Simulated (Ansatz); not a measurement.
# C10H22S: one species, many methods

The task here is to estimate one member of a computed series from the others.

Computed with Ansatz 0.2.0, Gaussian basis. Level: functionals in def2-TZVPP, the program's frozen cores in correlated methods.

The runs, in order: LDA (SPW92), PBE-D4, revPBE-D4, BLYP-D4, r2SCAN-D4, B97M-V, PBE0-D4, B3LYP-D4, r2SCANh-D4, r2SCAN0-D4, HSE06-D4, BHLYP-D4, CAM-B3LYP-D4, LC-ωPBE, ωB97X-V, ωB97M-V, B2PLYP, PBE-QIDH; CCSD(T)/def2-SVP; CCSD(T)/def2-TZVPP; MP2/def2-QZVPP; extrapolation to the limit; RPA on PBE.

## The relaxed structure

All runs share one geometry, relaxed beforehand with PBE0-D4 in a triple-zeta def2 set.

SMILES `CCCCCSCCCCC`, 33 atoms, charge 0, spin multiplicity 1.

Atoms are counted from 1 here; the program's logs count them from 0.

Bond lengths: C1–C2 1.520 Å, C1–H12 1.092 Å, C1–H13 1.094 Å, C1–H14 1.093 Å, C2–C3 1.522 Å, C2–H15 1.095 Å, C2–H16 1.097 Å, C3–C4 1.520 Å, C3–H17 1.095 Å, C3–H18 1.098 Å, C4–C5 1.520 Å, C4–H19 1.096 Å, C4–H20 1.096 Å, C5–S6 1.809 Å, C5–H21 1.094 Å, C5–H22 1.093 Å, S6–C7 1.817 Å, C7–C8 1.521 Å and more. Angles: C2–C1–H12 111.3°, C2–C1–H13 111.0°, C2–C1–H14 111.8°, H12–C1–H13 107.6°, H12–C1–H14 107.4°, H13–C1–H14 107.5°, C1–C2–C3 114.2°, C1–C2–H15 109.1°, C1–C2–H16 109.5°, C3–C2–H15 108.8°, C3–C2–H16 109.0°, H15–C2–H16 106.0°, C2–C3–C4 114.1°, C2–C3–H17 109.3°, C2–C3–H18 109.5°, C4–C3–H17 108.5°, C4–C3–H18 109.1°, H17–C3–H18 106.2° and more.

Geometry (Å):

```xyz
33
charge 0, multiplicity 1
C    -2.1690    2.5290   -1.6147
C    -0.8903    2.2008   -0.8607
C    -1.1146    1.7134    0.5639
C    -1.8850    0.4067    0.6573
C    -1.9128   -0.1825    2.0582
S    -0.3150   -0.7296    2.7063
C    -0.0149   -2.2356    1.7342
C     1.3158   -2.2183    0.9979
C     1.3748   -1.2233   -0.1458
C     2.7275   -1.1681   -0.8344
C     2.7635   -0.1657   -1.9749
H    -1.9518    2.9273   -2.6085
H    -2.7588    3.2787   -1.0786
H    -2.7999    1.6468   -1.7477
H    -0.2519    3.0900   -0.8321
H    -0.3243    1.4408   -1.4124
H    -0.1466    1.5812    1.0578
H    -1.6465    2.4852    1.1352
H    -1.4536   -0.3234   -0.0372
H    -2.9216    0.5552    0.3343
H    -2.2560    0.5661    2.7787
H    -2.6112   -1.0210    2.1195
H    -0.8418   -2.3443    1.0272
H    -0.0582   -3.0855    2.4186
H     1.5091   -3.2284    0.6160
H     2.1191   -2.0051    1.7124
H     1.1215   -0.2285    0.2354
H     0.6031   -1.4758   -0.8850
H     2.9885   -2.1646   -1.2100
H     3.4955   -0.9127   -0.0953
H     2.0242   -0.4152   -2.7416
H     2.5377    0.8431   -1.6178
H     3.7435   -0.1366   -2.4565
```

The first run:

in.yaml

```yaml
crystal:
  periodic: [false, false, false]
  atoms:
    - {symbol: C, position_ang: [-2.168955, 2.528981, -1.614694]}
    - {symbol: C, position_ang: [-0.890278, 2.200820, -0.860722]}
    - {symbol: C, position_ang: [-1.114636, 1.713353, 0.563861]}
    - {symbol: C, position_ang: [-1.884962, 0.406728, 0.657281]}
    - {symbol: C, position_ang: [-1.912821, -0.182501, 2.058222]}
    - {symbol: S, position_ang: [-0.315032, -0.729645, 2.706338]}
    - {symbol: C, position_ang: [-0.014928, -2.235619, 1.734196]}
    - {symbol: C, position_ang: [1.315760, -2.218260, 0.997919]}
    - {symbol: C, position_ang: [1.374832, -1.223277, -0.145768]}
    - {symbol: C, position_ang: [2.727480, -1.168119, -0.834399]}
    - {symbol: C, position_ang: [2.763494, -0.165705, -1.974900]}
    - {symbol: H, position_ang: [-1.951779, 2.927269, -2.608496]}
    - {symbol: H, position_ang: [-2.758773, 3.278683, -1.078618]}
    - {symbol: H, position_ang: [-2.799919, 1.646845, -1.747680]}
    - {symbol: H, position_ang: [-0.251943, 3.090041, -0.832119]}
    - {symbol: H, position_ang: [-0.324291, 1.440776, -1.412381]}
    - {symbol: H, position_ang: [-0.146630, 1.581160, 1.057776]}
    - {symbol: H, position_ang: [-1.646451, 2.485199, 1.135190]}
    - {symbol: H, position_ang: [-1.453600, -0.323386, -0.037153]}
    - {symbol: H, position_ang: [-2.921588, 0.555196, 0.334280]}
    - {symbol: H, position_ang: [-2.256011, 0.566142, 2.778746]}
    - {symbol: H, position_ang: [-2.611191, -1.021036, 2.119465]}
    - {symbol: H, position_ang: [-0.841756, -2.344334, 1.027244]}
    - {symbol: H, position_ang: [-0.058217, -3.085525, 2.418638]}
    - {symbol: H, position_ang: [1.509115, -3.228426, 0.616040]}
    - {symbol: H, position_ang: [2.119103, -2.005139, 1.712434]}
    - {symbol: H, position_ang: [1.121475, -0.228458, 0.235438]}
    - {symbol: H, position_ang: [0.603127, -1.475763, -0.884959]}
    - {symbol: H, position_ang: [2.988464, -2.164571, -1.209977]}
    - {symbol: H, position_ang: [3.495518, -0.912746, -0.095269]}
    - {symbol: H, position_ang: [2.024191, -0.415156, -2.741634]}
    - {symbol: H, position_ang: [2.537661, 0.843097, -1.617773]}
    - {symbol: H, position_ang: [3.743542, -0.136618, -2.456516]}
basis:
  gaussian: {orbitals: def2-TZVPP}
hamiltonian: {xc: lda}
output: {orbitals: {seedname: orbitals}}
```

Started as:

```bash
ansatz run in.yaml --threads 11 --pin off --events-out ev --progress --plain --max-ram 174080MiB --backend cuda --devices 0, --max-vram 75GiB
```

Among the steps run: LDA; PBE-D4 (GGA); revPBE-D4 (GGA); BLYP-D4 (GGA); r2SCAN-D4 (meta-GGA); B97M-V (meta-GGA); B3LYP-D4 (hybrid); r2SCANh-D4 (hybrid); r2SCAN0-D4 (hybrid); HSE06-D4 (hybrid); BHLYP-D4 (hybrid); CAM-B3LYP-D4 (range-separated); LC-ωPBE (range-separated); ωB97X-V (range-separated); ωB97M-V (range-separated); B2PLYP (double hybrid); PBE-QIDH (double hybrid).

One of the session's tables, all rows but one given; the rest of the session is left out.

It belongs to the step «Frontier levels by functional». 

```
  functional  HOMO (eV)  LUMO (eV)  gap (eV)
 LDA (SPW92)      -5.07      -0.19      4.88
      PBE-D4      -4.94       0.04      4.98
   revPBE-D4      -4.88       0.16      5.04
     BLYP-D4      -4.79       0.13      4.91
   r2SCAN-D4      -5.16       0.41      5.57
      B97M-V          ?          ?         ?
     PBE0-D4      -6.14       0.96      7.09
    B3LYP-D4      -5.91       0.67      6.58
  r2SCANh-D4      -5.60       0.75      6.35
  r2SCAN0-D4      -6.28       1.22      7.50
    HSE06-D4      -5.74       0.58      6.32
    BHLYP-D4      -7.22       1.67      8.89
CAM-B3LYP-D4      -7.47       1.82      9.29
     LC-ωPBE      -8.85       3.10     11.95
     ωB97X-V      -8.51       2.85     11.37
     ωB97M-V      -8.37       2.47     10.84
```

Estimate the missing values for B97M-V.

**Answer.** HOMO (eV): -5.29; LUMO (eV): 0.22; gap (eV): 5.51. In the column «HOMO (eV)» it lies between r2SCANh-D4 (-5.60) and r2SCAN-D4 (-5.16).
